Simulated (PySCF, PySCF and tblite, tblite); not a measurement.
# C₇H₅N: telling isomers apart by computed NMR, part 2 of 3

PySCF and tblite. Atoms count from 0.

### 10 GFN2-xTB relaxation, isomer C, conformer 1

The job: settings as JSON, then the geometry in Å.

```
{"job": {"xc": "GFN2-xTB", "basis": "xTB", "kind": "relax"}, "charge": 0, "multiplicity": 1}
N      3.538900    -1.187700     0.211100
C      2.666000    -0.401800     0.171700
C      1.636800     0.552400     0.148500
C      0.330400     0.247600     0.025200
C     -0.259800    -1.085200    -0.061300
C     -1.591700    -0.910200    -0.163700
C     -1.891600     0.510000    -0.125600
C     -0.746300     1.211200    -0.001100
H      1.937000     1.591000     0.214800
H      0.263300    -2.026600    -0.066100
H     -2.331500    -1.690300    -0.252800
H     -2.894400     0.909900    -0.177500
H     -0.661600     2.280300     0.059000
```

The log of the run:

```text
step      E/eV     max force
  0    -553.66518    3.101
  1    -553.47005    9.635
  2    -553.72218    0.677
  3    -553.72666    0.168
  4    -553.72995    0.333
  5    -553.73257    0.347
  6    -553.73487    0.132
  7    -553.73543    0.075
  8    -553.73583    0.096
  9    -553.73607    0.088
 10    -553.73623    0.030
 11    -553.73623    0.030
 12    -553.73628    0.058
 13    -553.73638    0.058
 14    -553.73644    0.027
 15    -553.73652    0.043
 16    -553.73660    0.047
 17    -553.73669    0.029
 18    -553.73679    0.030
 19    -553.73687    0.038
 20    -553.73696    0.034
 21    -553.73706    0.030
 22    -553.73716    0.027
 23    -553.73725    0.029
 24    -553.73731    0.030
 25    -553.73735    0.020
 26    -553.73741    0.024
 27    -553.73748    0.029
 28    -553.73753    0.026
 29    -553.73756    0.015
 30    -553.73757    0.011
 31    -553.73759    0.014
 32    -553.73760    0.016
 33    -553.73762    0.013
 34    -553.73762    0.005
 35    -553.73763    0.005
 36    -553.73763    0.005
 37    -553.73763    0.004
 38    -553.73763    0.004
```

It took 0.2 s on 1 thread of Arm Neoverse V1, shared host.

Gain 0.072 eV; displacement 0.03 Å root mean square.

### 11 Shieldings, isomer C, conformer 1: B97-2/pcSseg-1 in chloroform

The job: settings as JSON, then the geometry in Å.

```
{"job": {"xc": "B97-2", "basis": "pcSseg-1", "solvent": "chloroform", "kind": "nmr", "pop": false}, "charge": 0, "multiplicity": 1}
N      3.481697    -1.208728     0.203343
C      2.650592    -0.417098     0.177626
C      1.646265     0.561909     0.147165
C      0.337351     0.260557     0.035661
C     -0.257233    -1.070834    -0.068326
C     -1.588257    -0.920164    -0.161322
C     -1.910549     0.505847    -0.121710
C     -0.772195     1.208922    -0.004782
H      1.984437     1.588212     0.219006
H      0.313629    -1.979614    -0.065820
H     -2.325239    -1.696916    -0.251061
H     -2.911009     0.894050    -0.179275
H     -0.653879     2.274344     0.051767
```

The log of the run:

```text
coarse grid: 11768 points
cycle   1  E = -324.1951047344  dE =  1.402e+00  |g| = 4.573e-01  |ddm| = 3.700e+00
cycle   2  E = -324.0772345334  dE =  1.179e-01  |g| = 8.604e-01  |ddm| = 1.153e+00
cycle   3  E = -324.2446547124  dE = -1.674e-01  |g| = 1.355e-01  |ddm| = 7.321e-01
cycle   4  E = -324.2488324672  dE = -4.178e-03  |g| = 3.888e-02  |ddm| = 1.296e-01
cycle   5  E = -324.2490984916  dE = -2.660e-04  |g| = 1.983e-02  |ddm| = 4.644e-02
cycle   6  E = -324.2491979788  dE = -9.949e-05  |g| = 3.556e-03  |ddm| = 1.795e-02
cycle   7  E = -324.2492008100  dE = -2.831e-06  |g| = 9.939e-04  |ddm| = 3.066e-03
final grid: 116312 points
cycle   8  E = -324.2845985379  dE = -5.640e-05  |g| = 2.287e-03  |ddm| = 5.122e-02
cycle   9  E = -324.2845983109  dE =  2.270e-07  |g| = 2.484e-03  |ddm| = 4.085e-03
cycle  10  E = -324.2845994972  dE = -1.186e-06  |g| = 9.742e-04  |ddm| = 2.400e-03
cycle  11  E = -324.2845996938  dE = -1.966e-07  |g| = 2.877e-04  |ddm| = 8.438e-04
cycle  12  E = -324.2845997117  dE = -1.790e-08  |g| = 7.639e-05  |ddm| = 2.414e-04
cycle  13  E = -324.2845997130  dE = -1.309e-09  |g| = 2.269e-05  |ddm| = 7.576e-05
cycle  14  E = -324.2845997131  dE = -1.216e-10  |g| = 6.258e-06  |ddm| = 2.224e-05
converged SCF energy = -324.2845997131

GIAO shielding tensors (ppm)
atom      isotropic    diamagn.    paramagn.     s11        s22        s33       span
  0 N      -46.408     341.272    -387.680   -178.332   -174.365    213.473    391.805
  1 C       64.028     259.846    -195.818    -50.291    -48.102    290.477    340.768
  2 C       79.027     249.419    -170.392     -3.044     81.866    158.259    161.304
  3 C       17.339     257.073    -239.734    -88.541      2.458    138.100    226.641
  4 C       60.880     249.574    -188.694    -40.546     73.270    149.916    190.462
  5 C       43.061     253.141    -210.080    -62.073     47.936    143.321    205.394
  6 C       41.884     253.267    -211.383    -62.266     45.479    142.437    204.703
  7 C       58.520     248.550    -190.030    -40.873     70.398    146.034    186.907
  8 H       25.743      28.265      -2.521     21.933     26.896     28.401      6.469
  9 H       25.167      32.900      -7.733     23.713     23.735     28.052      4.339
 10 H       24.917      31.039      -6.122     23.177     24.312     27.262      4.084
 11 H       24.909      30.642      -5.733     23.333     24.386     27.009      3.675
 12 H       25.501      31.411      -5.909     24.556     24.824     27.124      2.568
```

Run time: 19 s. Hardware: 1 thread of Arm Neoverse V1, shared host.

In short: HOMO -6.62 eV, LUMO -3.03 eV; dipole 4.66 D.

### 12 Single-point energy, isomer C, conformer 1: B3LYP/def2-SVP in chloroform

The job, as its differences from that of step 11:

```diff
@@ -1,2 +1,2 @@
-{"job": {"xc": "B97-2", "basis": "pcSseg-1", "solvent": "chloroform", "kind": "nmr", "pop": false}, "charge": 0, "multiplicity": 1}
+{"job": {"xc": "B3LYP", "basis": "def2-SVP", "solvent": "chloroform", "kind": "sp"}, "charge": 0, "multiplicity": 1}
 N      3.481697    -1.208728     0.203343
```

The log of the run:

```text
coarse grid: 11768 points
cycle   1  E = -324.0791644737  dE =  1.326e+00  |g| = 4.748e-01  |ddm| = 4.625e+00
cycle   2  E = -323.9413777967  dE =  1.378e-01  |g| = 9.114e-01  |ddm| = 1.223e+00
cycle   3  E = -324.1331261500  dE = -1.917e-01  |g| = 1.477e-01  |ddm| = 7.789e-01
cycle   4  E = -324.1383401629  dE = -5.214e-03  |g| = 4.084e-02  |ddm| = 1.661e-01
cycle   5  E = -324.1386298015  dE = -2.896e-04  |g| = 2.186e-02  |ddm| = 5.502e-02
cycle   6  E = -324.1387550918  dE = -1.253e-04  |g| = 3.909e-03  |ddm| = 2.358e-02
cycle   7  E = -324.1387586280  dE = -3.536e-06  |g| = 1.011e-03  |ddm| = 4.124e-03
final grid: 116312 points
cycle   8  E = -324.2023492224  dE = -3.538e-05  |g| = 4.083e-03  |ddm| = 4.410e-02
cycle   9  E = -324.2023488930  dE =  3.294e-07  |g| = 4.314e-03  |ddm| = 9.500e-03
cycle  10  E = -324.2023537174  dE = -4.824e-06  |g| = 1.013e-03  |ddm| = 5.144e-03
cycle  11  E = -324.2023539591  dE = -2.416e-07  |g| = 2.472e-04  |ddm| = 1.041e-03
cycle  12  E = -324.2023539682  dE = -9.141e-09  |g| = 1.394e-04  |ddm| = 2.597e-04
cycle  13  E = -324.2023539728  dE = -4.528e-09  |g| = 3.431e-05  |ddm| = 1.309e-04
cycle  14  E = -324.2023539730  dE = -2.726e-10  |g| = 6.335e-06  |ddm| = 3.561e-05
converged SCF energy = -324.2023539730
```

It took 7.9 s on 1 thread of Arm Neoverse V1, shared host.

Key values: HOMO -6.50 eV, LUMO -2.98 eV; dipole 4.39 D.

### 13 Averages, isomer C: properties at B97-2/pcSseg-1 in chloroform

The job: settings as JSON, then the geometry in Å.

```
{"job": {"study": "conf", "smiles": "N#CC=C1C=CC=C1", "search": {"seed": 5580, "n_embed": 45, "ff_keep": 10, "window": 2.5, "nmax": 6, "temps": [250, 298.15, 350], "t_ref": 298.15, "order": 0.002}, "level": {"nmr": {"xc": "B97-2", "basis": "pcSseg-1", "solvent": "chloroform"}, "sp": {"xc": "B3LYP", "basis": "def2-SVP", "solvent": "chloroform"}}, "kind": "conf"}, "charge": 0, "multiplicity": 1}
N      3.481697    -1.208728     0.203343
C      2.650592    -0.417098     0.177626
C      1.646265     0.561909     0.147165
C      0.337351     0.260557     0.035661
C     -0.257233    -1.070834    -0.068326
C     -1.588257    -0.920164    -0.161322
C     -1.910549     0.505847    -0.121710
C     -0.772195     1.208922    -0.004782
H      1.984437     1.588212     0.219006
H      0.313629    -1.979614    -0.065820
H     -2.325239    -1.696916    -0.251061
H     -2.911009     0.894050    -0.179275
H     -0.653879     2.274344     0.051767
```

The log of the run:

```text
conformer  sym    E(xTB)   E(DFT)   G(298.15 K)  weight  dipole/D
    1     Cs      0.000    0.000    0.000   1.0000    4.388

mean shielding (ppm) by class
class atoms           250 K   298.15 K      350 K
  0 N  0            -46.408    -46.408    -46.408
  1 C  1             64.028     64.028     64.028
  2 C  2             79.027     79.027     79.027
  3 C  3             17.339     17.339     17.339
  4 C  4              60.88      60.88      60.88
  5 C  5             43.061     43.061     43.061
  6 C  6             41.883     41.883     41.883
  7 C  7              58.52      58.52      58.52
  8 H  8             25.743     25.743     25.743
  9 H  9             25.167     25.167     25.167
 10 H  10            24.917     24.917     24.917
 11 H  11            24.909     24.909     24.909
 12 H  12            25.501     25.501     25.501
```

Run time: 28 s. Hardware: 1 thread of Arm Neoverse V1, shared host. This counts the runs that the step sums up.

The search (ETKDG and KDG, MMFF94s, GFN2-xTB) embedded 45 structures, kept 1 distinct ones after the force field and 1 after xTB; 1 was carried on (window 2.5 kcal/mol at the search's own energies). Energies: B3LYP/def2-SVP in chloroform with D3(BJ).

Conformer by conformer (298 K):

```tsv
no.	group	mirror pair	ΔE xTB	ΔE DFT	ΔG	weight (%)	μ (D)	A, B, C (GHz)
1	Cs	no	0.00	0.00	0.00	100.0	4.39	6.68, 1.33, 1.11
```

Energies in kcal/mol. ΔG holds xTB vibrations and rotation, symmetry numbers and mirror pairs.

Shifts against references run at the same level (13C TMS 186.8, 1H TMS 31.80 ppm of shielding), by class of atoms, at 298 K:

```tsv
atoms	environment	average
C3	fully substituted alkene carbon	169.5
C6	alkene CH	145.0
C5	alkene CH	143.8
C7	alkene CH	128.3
C4	alkene CH	126.0
C1	nitrile carbon	122.8
C2	alkene CH	107.8
H11	hydrogen on an alkene CH	6.89
H10	hydrogen on an alkene CH	6.89
H9	hydrogen on an alkene CH	6.64
H12	hydrogen on an alkene CH	6.30
H8	hydrogen on an alkene CH	6.06
N0	nitrile nitrogen	-46.4 (σ)
```

Effective distances for nuclear Overhauser effects, ⟨r⁻⁶⟩^(−1/6) over all pairs of two classes (Å): H9···H10 2.66; H10···H11 2.66; H11···H12 2.66; H8···H12 2.73; H8···H9 3.95.

### 14 GFN2-xTB relaxation, isomer D, conformer 1

The job: settings as JSON, then the geometry in Å.

```
{"job": {"xc": "GFN2-xTB", "basis": "xTB", "kind": "relax"}, "charge": 0, "multiplicity": 1}
N      3.603200    -0.640000    -0.281100
C      2.450000    -0.430700    -0.201700
C      1.056700    -0.189500    -0.079600
C      0.151000    -1.247200     0.024100
C     -1.219900    -1.011900     0.146200
C     -1.701400     0.299600     0.127000
C     -0.806300     1.371700     0.010800
C      0.570400     1.132000    -0.087400
H      0.519100    -2.284200     0.041900
H     -1.918700    -1.842400     0.232900
H     -2.767200     0.487700     0.210600
H     -1.185800     2.386100     0.009400
H      1.244600     1.969300    -0.170900
```

The log of the run:

```text
step      E/eV     max force
  0    -555.01185    3.304
  1    -554.78772   10.629
  2    -555.08020    0.926
  3    -555.09095    0.448
  4    -555.10188    0.565
  5    -555.10482    0.293
  6    -555.10568    0.069
  7    -555.10630    0.131
  8    -555.10701    0.176
  9    -555.10734    0.094
 10    -555.10743    0.021
 11    -555.10743    0.021
 12    -555.10745    0.018
 13    -555.10746    0.084
 14    -555.10750    0.024
 15    -555.10751    0.008
 16    -555.10752    0.007
 17    -555.10753    0.010
 18    -555.10753    0.006
 19    -555.10753    0.005
 20    -555.10754    0.007
 21    -555.10754    0.005
 22    -555.10754    0.005
 23    -555.10754    0.003
```

It took 0.12 s on 1 thread of Arm Neoverse V1, shared host.

Gain 0.096 eV; displacement 0.03 Å root mean square.

### 15 Shieldings, isomer D, conformer 1: B97-2/pcSseg-1 in chloroform

The job: settings as JSON, then the geometry in Å.

```
{"job": {"xc": "B97-2", "basis": "pcSseg-1", "solvent": "chloroform", "kind": "nmr", "pop": false}, "charge": 0, "multiplicity": 1}
N      3.548848    -0.628119    -0.280044
C      2.423581    -0.428329    -0.190402
C      1.035057    -0.182492    -0.081192
C      0.147654    -1.252886     0.033182
C     -1.207755    -1.005843     0.138056
C     -1.681687     0.296953     0.128963
C     -0.799627     1.360485     0.015625
C      0.558521     1.128675    -0.089000
H      0.528441    -2.263656     0.038183
H     -1.897915    -1.831395     0.227230
H     -2.742055     0.484068     0.209910
H     -1.172712     2.373706     0.008940
H      1.255261     1.949320    -0.177177
```

The log of the run:

```text
coarse grid: 11768 points
cycle   1  E = -324.2615787011  dE =  1.394e+00  |g| = 4.278e-01  |ddm| = 3.749e+00
cycle   2  E = -324.1630958011  dE =  9.848e-02  |g| = 8.043e-01  |ddm| = 1.169e+00
cycle   3  E = -324.3035550009  dE = -1.405e-01  |g| = 1.239e-01  |ddm| = 7.320e-01
cycle   4  E = -324.3072597438  dE = -3.705e-03  |g| = 3.014e-02  |ddm| = 1.340e-01
cycle   5  E = -324.3074614318  dE = -2.017e-04  |g| = 9.295e-03  |ddm| = 4.057e-02
cycle   6  E = -324.3074833118  dE = -2.188e-05  |g| = 1.763e-03  |ddm| = 1.100e-02
cycle   7  E = -324.3074839981  dE = -6.864e-07  |g| = 6.852e-04  |ddm| = 2.072e-03
final grid: 116312 points
cycle   8  E = -324.3417914783  dE = -5.318e-05  |g| = 2.254e-03  |ddm| = 5.027e-02
cycle   9  E = -324.3417905441  dE =  9.342e-07  |g| = 3.016e-03  |ddm| = 5.278e-03
cycle  10  E = -324.3417924481  dE = -1.904e-06  |g| = 1.016e-03  |ddm| = 3.224e-03
cycle  11  E = -324.3417926640  dE = -2.159e-07  |g| = 2.536e-04  |ddm| = 8.523e-04
cycle  12  E = -324.3417926777  dE = -1.375e-08  |g| = 5.539e-05  |ddm| = 2.235e-04
cycle  13  E = -324.3417926784  dE = -7.145e-10  |g| = 1.696e-05  |ddm| = 6.251e-05
converged SCF energy = -324.3417926784

GIAO shielding tensors (ppm)
atom      isotropic    diamagn.    paramagn.     s11        s22        s33       span
  0 N      -24.652     342.283    -366.935   -170.290   -144.630    240.965    411.255
  1 C       61.211     258.379    -197.168    -61.434    -44.387    289.455    350.888
  2 C       73.936     258.617    -184.680    -26.766     77.182    171.392    198.158
  3 C       48.499     248.032    -199.533    -58.668     28.948    175.217    233.885
  4 C       53.993     252.718    -198.725    -53.724     34.837    180.866    234.590
  5 C       49.217     252.563    -203.346    -60.156     27.746    180.060    240.216
  6 C       53.993     252.728    -198.735    -53.729     34.844    180.865    234.594
  7 C       48.528     248.012    -199.484    -58.589     28.917    175.257    233.846
  8 H       23.676      30.381      -6.705     20.221     23.040     27.768      7.547
  9 H       23.886      29.792      -5.906     20.546     24.356     26.755      6.210
 10 H       23.757      29.786      -6.029     20.648     24.007     26.617      5.969
 11 H       23.886      29.791      -5.905     20.546     24.356     26.755      6.208
 12 H       23.677      30.375      -6.698     20.221     23.045     27.766      7.545
```

Wall time 18 s (1 thread of Arm Neoverse V1, shared host).

This run: HOMO -7.55 eV, LUMO -1.55 eV; dipole 5.64 D.

### 16 Single-point energy, isomer D, conformer 1: B3LYP/def2-SVP in chloroform

The job, as its differences from that of step 15:

```diff
@@ -1,2 +1,2 @@
-{"job": {"xc": "B97-2", "basis": "pcSseg-1", "solvent": "chloroform", "kind": "nmr", "pop": false}, "charge": 0, "multiplicity": 1}
+{"job": {"xc": "B3LYP", "basis": "def2-SVP", "solvent": "chloroform", "kind": "sp"}, "charge": 0, "multiplicity": 1}
 N      3.548848    -0.628119    -0.280044
```

The log of the run:

```text
coarse grid: 11768 points
cycle   1  E = -324.1467878441  dE =  1.316e+00  |g| = 4.491e-01  |ddm| = 5.159e+00
cycle   2  E = -324.0292635494  dE =  1.175e-01  |g| = 8.597e-01  |ddm| = 1.265e+00
cycle   3  E = -324.1934624330  dE = -1.642e-01  |g| = 1.367e-01  |ddm| = 7.434e-01
cycle   4  E = -324.1981730911  dE = -4.711e-03  |g| = 3.249e-02  |ddm| = 1.739e-01
cycle   5  E = -324.1984118368  dE = -2.387e-04  |g| = 1.001e-02  |ddm| = 5.367e-02
cycle   6  E = -324.1984388275  dE = -2.699e-05  |g| = 2.134e-03  |ddm| = 1.455e-02
cycle   7  E = -324.1984399165  dE = -1.089e-06  |g| = 6.340e-04  |ddm| = 2.887e-03
final grid: 116312 points
cycle   8  E = -324.2607985533  dE = -3.196e-05  |g| = 4.461e-03  |ddm| = 5.981e-02
cycle   9  E = -324.2607973929  dE =  1.160e-06  |g| = 5.013e-03  |ddm| = 1.276e-02
cycle  10  E = -324.2608039426  dE = -6.550e-06  |g| = 1.304e-03  |ddm| = 6.897e-03
cycle  11  E = -324.2608043056  dE = -3.630e-07  |g| = 3.104e-04  |ddm| = 1.154e-03
cycle  12  E = -324.2608043266  dE = -2.102e-08  |g| = 5.802e-05  |ddm| = 3.544e-04
cycle  13  E = -324.2608043273  dE = -7.236e-10  |g| = 2.555e-05  |ddm| = 8.339e-05
converged SCF energy = -324.2608043273
```

Wall time 7.3 s (1 thread of Arm Neoverse V1, shared host).

This run: HOMO -7.41 eV, LUMO -1.49 eV; dipole 5.33 D.

### 17 Boltzmann average, isomer D: properties at B97-2/pcSseg-1 in chloroform

The job: settings as JSON, then the geometry in Å.

```
{"job": {"study": "conf", "smiles": "N#Cc1ccccc1", "search": {"seed": 5580, "n_embed": 45, "ff_keep": 10, "window": 2.5, "nmax": 6, "temps": [250, 298.15, 350], "t_ref": 298.15, "order": 0.002}, "level": {"nmr": {"xc": "B97-2", "basis": "pcSseg-1", "solvent": "chloroform"}, "sp": {"xc": "B3LYP", "basis": "def2-SVP", "solvent": "chloroform"}}, "kind": "conf"}, "charge": 0, "multiplicity": 1}
N      3.548848    -0.628119    -0.280044
C      2.423581    -0.428329    -0.190402
C      1.035057    -0.182492    -0.081192
C      0.147654    -1.252886     0.033182
C     -1.207755    -1.005843     0.138056
C     -1.681687     0.296953     0.128963
C     -0.799627     1.360485     0.015625
C      0.558521     1.128675    -0.089000
H      0.528441    -2.263656     0.038183
H     -1.897915    -1.831395     0.227230
H     -2.742055     0.484068     0.209910
H     -1.172712     2.373706     0.008940
H      1.255261     1.949320    -0.177177
```

The log of the run:

```text
conformer  sym    E(xTB)   E(DFT)   G(298.15 K)  weight  dipole/D
    1     C2v     0.000    0.000    0.000   1.0000    5.333

mean shielding (ppm) by class
class atoms           250 K   298.15 K      350 K
  0 N  0            -24.652    -24.652    -24.652
  1 C  1             61.211     61.211     61.211
  2 C  2             73.936     73.936     73.936
  3 C  3,7           48.514     48.514     48.514
  4 C  4,6           53.993     53.993     53.993
  5 C  5             49.217     49.217     49.217
  6 H  8,12          23.677     23.677     23.677
  7 H  9,11          23.886     23.886     23.886
  8 H  10            23.757     23.757     23.757
```

It took 26 s on 1 thread of Arm Neoverse V1, shared host. This counts the runs that the step sums up.

The search (ETKDG and KDG, MMFF94s, GFN2-xTB) embedded 45 structures, kept 1 distinct ones after the force field and 1 after xTB; 1 was carried on (window 2.5 kcal/mol at the search's own energies). Energies: B3LYP/def2-SVP in chloroform with D3(BJ).

Conformer by conformer (298 K):

```tsv
no.	group	mirror pair	ΔE xTB	ΔE DFT	ΔG	weight (%)	μ (D)	A, B, C (GHz)
1	C2v	no	0.00	0.00	0.00	100.0	5.33	5.73, 1.58, 1.24
```

Energies in kcal/mol. ΔG holds xTB vibrations and rotation, symmetry numbers and mirror pairs.

Shifts against references run at the same level (13C TMS 186.8, 1H TMS 31.80 ppm of shielding), by class of atoms, at 298 K:

```tsv
atoms	environment	average
C3, C7	aromatic CH	138.3
C5	aromatic CH	137.6
C4, C6	aromatic CH	132.8
C1	nitrile carbon	125.6
C2	substituted aromatic carbon	112.9
H8, H12	hydrogen on an aromatic CH	8.13
H10	hydrogen on an aromatic CH	8.05
H9, H11	hydrogen on an aromatic CH	7.92
N0	nitrile nitrogen	-24.7 (σ)
```

Effective distances for nuclear Overhauser effects, ⟨r⁻⁶⟩^(−1/6) over all pairs of two classes (Å): H9···H10 2.46; H8···H9 2.77.

(Continued in part 3 of 3.)
